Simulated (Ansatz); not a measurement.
GeW:

```xyz
2
Lattice="0.0000 2.5776 2.5776 2.5776 0.0000 2.5776 2.5776 2.5776 0.0000" Properties=species:S:1:pos:R:3 pbc="T T T"
Ge    2.5776    2.5776    2.5776
W     0.0000    0.0000    0.0000
```

The cell was built by a generator and needn't be a form met in nature.

```yaml
Program: Ansatz 0.2.0
Task: relaxation of cell and atoms
Functional: PBEsol
Potentials_or_basis: Ansatz PAW
Cutoff: "420 eV (not typed: the program's choice for these potentials)"
k_mesh: 9 × 9 × 9
Occupations: fermi-dirac, width 0.05 eV
Spin: no spin polarisation
```

At the start: volume 17.13 Å³/atom.

Where does the relaxation end?

It ends after 5 steps and the volume is 16.57 Å³/atom (-3.2 %); space group Fm-3m (No. 225, to 0.05 Å).

Step by step:
```
step  energy change (eV)  largest force (eV/Å)  volume (Å³)
   1              0.0000                0.0000        34.25
   2             -0.0091                0.0000        32.34
   3             -0.0208                0.0000        33.19
   4             -0.0208                0.0000        33.14
   5             -0.0205                0.0000        33.14
```

Final structure:
```cif
data_structure
_symmetry_space_group_name_H-M 'P 1'
_symmetry_Int_Tables_number 1
_cell_length_a 3.6056
_cell_length_b 3.6056
_cell_length_c 3.6056
_cell_angle_alpha 60.000
_cell_angle_beta 60.000
_cell_angle_gamma 60.000
_cell_volume 33.14
loop_
_atom_site_label
_atom_site_type_symbol
_atom_site_fract_x
_atom_site_fract_y
_atom_site_fract_z
_atom_site_occupancy
Ge1 Ge 0.50000 0.50000 0.50000 1
W1 W 0.00000 0.00000 0.00000 1
```

Caveat: the plane-wave basis is chosen anew once the cell has moved, so the energies of steps on either side of that aren't comparable; the PAW data sets come from PBE, with cores solved anew for the run's functional, which leaves a small shift of forces and pressure.
